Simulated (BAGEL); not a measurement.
# GeF2 (SMILES [F][Ge][F]): HF/def2-TZVPP (density fitting with qzvpp-jkfit)

Aim: the energy change on altering one bond length of GeF2 at HF/def2-TZVPP (density fitting with qzvpp-jkfit), from 2 runs. 

The results are computed with BAGEL 1.2.2.

8 further runs of the same task are left out: 4 that didn't finish, 4 set aside as unsound or not needed. Runs told in other sessions of the task aren't counted.

### Step 1. The molecule

GeF2: 3 atoms, total charge 0, spin state singlet. As SMILES, `[F][Ge][F]`. The shape is that of a PBE0-D4/def2-TZVP optimisation.

Bond lengths: F1–Ge2 1.745 Å, Ge2–F3 1.745 Å. Angles: F1–Ge2–F3 97.2°.

### Step 2. A single-point energy at HF/def2-TZVPP (density fitting with qzvpp-jkfit)

job.json reads:

```json
{ "bagel": [

{
  "title": "molecule",
  "basis": "tzvpp",
  "df_basis": "qzvpp-jkfit",
  "angstrom": true,
  "geometry": [
    { "atom": "F", "xyz": [      -0.675900,      -1.101800,      -0.497500 ] },
    { "atom": "Ge", "xyz": [       0.637500,      -0.295200,       0.320200 ] },
    { "atom": "F", "xyz": [       0.027600,       1.332100,       0.164100 ] }
  ]
},

{
  "title": "hf"
},

{
  "title": "print",
  "file": "orbitals.molden",
  "orbitals": true
}

]}
```

On the command line:

```
$ BAGEL_NUM_THREADS=1 BAGEL job.json > job.out
```

Standard output:

```text
* using 1 threads per process

  ===============================================================
  ===============================================================

  *** Geometry ***

  { "atom" : "F", "xyz" : [     -1.277266,     -2.082100,     -0.940139 ] },
  { "atom" : "Ge", "xyz" : [      1.204700,     -0.557847,      0.605090 ] },
  { "atom" : "F", "xyz" : [      0.052156,      2.517304,      0.310104 ] },

  Number of auxiliary basis functions:      420

  Since a DF basis is specified, we compute 2- and 3-index integrals:
    o Being stored without compression. Storage requirement is 0.041 GB

  Number of basis functions:      110
  Number of electrons      :       50

    * METHOD: MOLECULE                             0.24

  *** RHF ***

  === Nuclear Repulsion ===
   191.0627176034

      * DIIS with orbital gradients will be used.

  === RHF iteration (tzvpp) ===
      0      -2274.08794121          0.02609324           0.10
      1      -2274.22276411          0.02162166           0.10
      2      -2274.41355244          0.00103393           0.10
      3      -2274.41509379          0.00043591           0.10
      4      -2274.41526782          0.00014820           0.10
      5      -2274.41529997          0.00003648           0.11
      6      -2274.41530214          0.00000713           0.10
      7      -2274.41530221          0.00000109           0.10
      8      -2274.41530221          0.00000026           0.10
      9      -2274.41530221          0.00000009           0.10
     10      -2274.41530221          0.00000004           0.11
     11      -2274.41530221          0.00000001           0.11
     12      -2274.41530221          0.00000000           0.10
    * SCF iteration converged.

    * Permanent dipole moment:
           (   -0.886541,     0.378402,    -0.448860) a.u.

    * METHOD: HF                                   1.63

    * METHOD: PRINT                                0.03

  ===============================================================
```

Wall time 2 s (1 thread of Arm Neoverse V1, shared host).

### Step 3. The distorted shape

input.json reads:

```json
{ "bagel": [

{
  "title": "molecule",
  "basis": "tzvpp",
  "df_basis": "qzvpp-jkfit",
  "angstrom": true,
  "geometry": [
    { "atom": "F", "xyz": [   -0.872912,   -1.222792,   -0.620157 ] },
    { "atom": "Ge", "xyz": [    0.637500,   -0.295200,    0.320200 ] },
    { "atom": "F", "xyz": [    0.027600,    1.332100,    0.164100 ] }
  ]
},
{ "title": "hf" },
{ "title": "print", "file": "orbitals.molden", "orbitals": true }

]}
```

On the command line:

```
$ BAGEL_NUM_THREADS=1 BAGEL input.json > input.out
```

Standard output:

```text
* using 1 threads per process

  ===============================================================
  ===============================================================

  *** Geometry ***

  { "atom" : "F", "xyz" : [     -1.649565,     -2.310742,     -1.171927 ] },
  { "atom" : "Ge", "xyz" : [      1.204700,     -0.557847,      0.605090 ] },
  { "atom" : "F", "xyz" : [      0.052156,      2.517304,      0.310104 ] },

  Number of auxiliary basis functions:      420

  Since a DF basis is specified, we compute 2- and 3-index integrals:
    o Being stored without compression. Storage requirement is 0.041 GB

  Number of basis functions:      110
  Number of electrons      :       50

    * METHOD: MOLECULE                             0.25

  *** RHF ***

  === Nuclear Repulsion ===
   178.4986496101

      * DIIS with orbital gradients will be used.

  === RHF iteration (tzvpp) ===
      0      -2274.01825746          0.02680358           0.10
      1      -2274.12196123          0.02467757           0.10
      2      -2274.38482766          0.00139913           0.10
      3      -2274.38680648          0.00081371           0.11
      4      -2274.38729278          0.00020050           0.10
      5      -2274.38736525          0.00007024           0.10
      6      -2274.38737238          0.00003642           0.10
      7      -2274.38737378          0.00000932           0.10
      8      -2274.38737386          0.00000528           0.10
      9      -2274.38737388          0.00000126           0.10
     10      -2274.38737388          0.00000062           0.11
     11      -2274.38737388          0.00000030           0.11
     12      -2274.38737388          0.00000011           0.11
     13      -2274.38737388          0.00000005           0.10
     14      -2274.38737388          0.00000002           0.10
     15      -2274.38737388          0.00000001           0.11
     16      -2274.38737388          0.00000000           0.10
    * SCF iteration converged.

    * Permanent dipole moment:
           (   -1.433870,     0.030288,    -0.790956) a.u.

    * METHOD: HF                                   2.03

    * METHOD: PRINT                                0.03

  ===============================================================
```

Wall time 2.5 s (1 thread of Arm Neoverse V1, shared host).

### Step 4. What came out

At HF/def2-TZVPP (density fitting with qzvpp-jkfit):

| quantity | value |
| --- | --- |
| first shape: total energy | -2274.41530 Eh |
| first shape: dipole moment | 2.70 D |
| first shape: HOMO energy | -11.75 eV |
| first shape: LUMO energy | 0.45 eV |
| first shape: HOMO–LUMO gap | 12.20 eV |
| distorted shape: total energy | -2274.38737 Eh |
| distorted shape: dipole moment | 4.16 D |
| distorted shape: HOMO energy | -12.34 eV |
| distorted shape: LUMO energy | -0.14 eV |
| distorted shape: HOMO–LUMO gap | 12.20 eV |
| energy change with the F1–Ge2 bond stretched from 1.745 to 2.007 Å | 0.760 eV |

In words: With the F1–Ge2 bond stretched from 1.745 to 2.007 Å the energy rises by 0.76 eV (17.5 kcal/mol). The first shape isn't relaxed at this level, so the change isn't measured from a minimum.
